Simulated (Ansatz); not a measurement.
# H2Zn: the cost of one run

Computed with Ansatz 0.2.0 (the levels named in each step, unless a step's input says otherwise).

### 1 The starting structure

Bond lengths: Zn1–H2 1.498 Å, Zn1–H3 1.499 Å. Angles: H2–Zn1–H3 180.0°.

As a file:

```xyz
3

Zn    0.0000    0.0000   -0.0003
H     0.0000    0.0000   -1.4988
H     0.0000    0.0000    1.4991
```

### 2 A rough first relaxation, PBE-D4/def2-SVP

This run stands in another session on the same molecule. It ended at:

```xyz
3

Zn    0.0000    0.0000    0.0000
H     0.0000    0.0000   -1.5502
H     0.0000    0.0000    1.5502
```

### 3 Relaxation, HF/STO-3G

The input, input.yaml:

```yaml
crystal:
  periodic: [false, false, false]
  atoms:
    - { symbol: Zn, position_ang: [0.0, 0.0, -1.524e-05] }
    - { symbol: H, position_ang: [0.0, 0.0, -1.550237] }
    - { symbol: H, position_ang: [0.0, 0.0, 1.55024224] }
basis:
  gaussian: { orbitals: STO-3G }
hamiltonian:
  xc: hf
relax:
  f_tol: 0.002
  max_steps: 150
```

On the command line:

```console
$ ansatz run input.yaml --threads 1 --pin off --max-ram 2560MiB --backend cpu --events-out ev --progress --plain --runs-dir out
```

Q: Estimate wall time and peak memory on 1 thread of Arm Neoverse V2, shared host.

About 1.8 s, with a peak of 0.072 GiB.
